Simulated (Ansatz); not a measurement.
Runs of Ansatz 0.2.0 on Ba2Tl5V3O12. The typed cell holds 22 atoms: a = 6.653 Å, b = 8.840 Å, c = 9.892 Å, α = 71.07°, β = 73.99°, γ = 70.69°. The cell was built by a generator and needn't be a form met in nature.

```csv
task,level,potentials or basis,U,cell,k mesh,cutoff (eV),hubbard projectors,double counting,points for each segment of the path,gap on the mesh (eV),pressure (GPa),moment (μB),largest force (eV/Å)
projected density of states,PBE+U,Ansatz PAW,V d U = 2 eV,as given,5 × 4 × 3,420,ortho-atomic (the default),fll (the default),-,2.91,(b),0.00,(a)
single point,PBE,Ansatz PAW,-,"atoms moved at random, drawn with an rms of 0.05 Å",5 × 4 × 3,420,-,-,-,2.82,1.5,0.00,3.99
single point,PBE,Ansatz PAW,-,as given,5 × 4 × 3,420,-,-,-,2.90,0.0,0.00,0.01
projected density of states,PBE+U,Ansatz PAW,V d U = 4 eV,as given,5 × 4 × 3,420,ortho-atomic (the default),fll (the default),-,2.91,0.3,0.00,0.12
band structure,PBE,Ansatz PAW,-,as given,5 × 4 × 3,420,-,-,10,2.90,0.0,0.00,0.01
relaxation of cell and atoms,PBE,Ansatz PAW,-,relaxed,3 × 3 × 2,420,-,-,-,2.91,0.0,0.00,0.01
single point,PBE,SPMS NC,-,as given,5 × 4 × 3,1034,-,-,-,2.89,0.0,0.00,0.04
```

Alike in all rows: spin collinear, ferromagnetic start; smearing fermi-dirac 0.05 eV.

Fill in the values left out.

(a) 0.06; (b) 0.1.

Caveats: spin-orbit coupling is left out, which as a rule narrows the gap of such compounds by several tenths of an eV; the starting moments weren't kept; odd divisions of the mesh miss points on the zone boundary, where band edges often lie, so the gap on the mesh can be too wide (some runs); the magnetic or orbital state may not be the lowest (some runs); the plane-wave basis is chosen anew once the cell has moved, so the energies of steps on either side of that aren't comparable (some runs).

A k mesh can miss the band edges, and the runs leave out spin-orbit coupling on Ba, Tl.
